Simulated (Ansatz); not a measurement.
# ClH3NOSi: the cost of one run

Program: Ansatz 0.2.0, Gaussian basis. Level of theory: the settings change from run to run. These are calculated values, not measurements.

## (1) The molecule

The geometry comes from an earlier relaxation with PBE0-D4 in a triple-zeta def2 set; it is a stationary point, not always the lowest conformer.

SMILES `N[SiH]([O])Cl`, 7 atoms, charge 0, spin multiplicity 2.

Atoms are counted from 1 here; the program's logs count them from 0.

Bond lengths: N1–Si2 1.716 Å, N1–H5 1.010 Å, N1–H6 1.010 Å, Si2–O3 1.626 Å, Si2–Cl4 2.040 Å, Si2–H7 1.475 Å. Angles: Si2–N1–H5 119.4°, Si2–N1–H6 119.1°, H5–N1–H6 111.6°, N1–Si2–O3 99.7°, N1–Si2–Cl4 110.6°, N1–Si2–H7 110.2°, O3–Si2–Cl4 112.0°, O3–Si2–H7 115.9°, Cl4–Si2–H7 108.2°.

## (2) wB97M-V/aug-cc-pVTZ

Set apart from the defaults: multiplicity 4, restricted open-shell orbitals, finite nuclei.

Contents of in.yaml:

```yaml
crystal:
  periodic: [false, false, false]
  atoms:
    - {symbol: N, position_ang: [-1.010998, 0.011635, 0.275505]}
    - {symbol: Si, position_ang: [0.650151, 0.124201, -0.140101]}
    - {symbol: O, position_ang: [1.158355, -1.335846, 0.364259]}
    - {symbol: Cl, position_ang: [0.871569, 0.355836, -2.154709]}
    - {symbol: H, position_ang: [-1.299463, 0.205928, 1.223229]}
    - {symbol: H, position_ang: [-1.573150, -0.716103, -0.141670]}
    - {symbol: H, position_ang: [1.264833, 1.286350, 0.527787]}
basis:
  gaussian: {orbitals: aug-cc-pVTZ, nuclear_model: gaussian}
magnetization: {spin_polarized: false, initial_magnetization: 3}
hamiltonian: {xc: {name: wB97M-V}}
output: {forces: true}
```

Command:

```console
$ ansatz run in.yaml --threads 4 --pin off --events-out ev --progress --plain --max-ram 10444MiB
```

Q: Estimate wall time and peak memory on 4 threads of Arm Neoverse V1, shared host.

About 2.1 min, with a peak of 1.9 GiB.
